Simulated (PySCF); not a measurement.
# C2H5BClP: the cost of one run

Computed with PySCF 2.14.0, with density-fitted response routines of our own, on a single molecule in the gas phase. Atoms count from 0, in the outputs and in this text.

## Step 1: Starting geometry

10 atoms, charge 0, multiplicity 1; geometry from: GFN2-xTB. The atoms were then displaced at random by about 0.01 Å, so the start is not that level's minimum.

Bonds of the start (Å): C0–C1 1.32, C1–B2 1.54, B2–P3 1.90, B2–Cl4 1.73, C0–H5 1.05, C0–H6 1.10, C1–H7 1.09, P3–H8 1.40, P3–H9 1.35.

## Step 2: Optimising the geometry at PBE0-D3(BJ)/def2-SVP

The job: settings as JSON, then the geometry in Å.

```
{"job": {"xc": "PBE0", "basis": "def2-SVP", "d3": "d3bj", "grid": 1, "shake": 0.01, "kind": "geom"}, "charge": 0, "multiplicity": 1}
C     -1.468020     0.618400     0.477950
C     -0.423220     1.001530    -0.233580
B      0.888520     0.201080    -0.259650
P      1.095720    -1.533710     0.499450
Cl     2.336410     0.959890    -0.820190
H     -1.488890    -0.256620     1.061100
H     -2.383240     1.228420     0.507190
H     -0.458210     1.937430    -0.798930
H     -0.032960    -2.116990    -0.083870
H      1.984330    -2.060340    -0.370520
```

Command:

```bash
> OMP_NUM_THREADS=1 python probes_run.py task.json out
```

This one command runs all jobs of the session in turn.

Q: Estimate the wall time and peak memory of this first job on 1 thread of Arm Neoverse V1, shared host.

About 27 s, with a peak of 0.48 GiB.
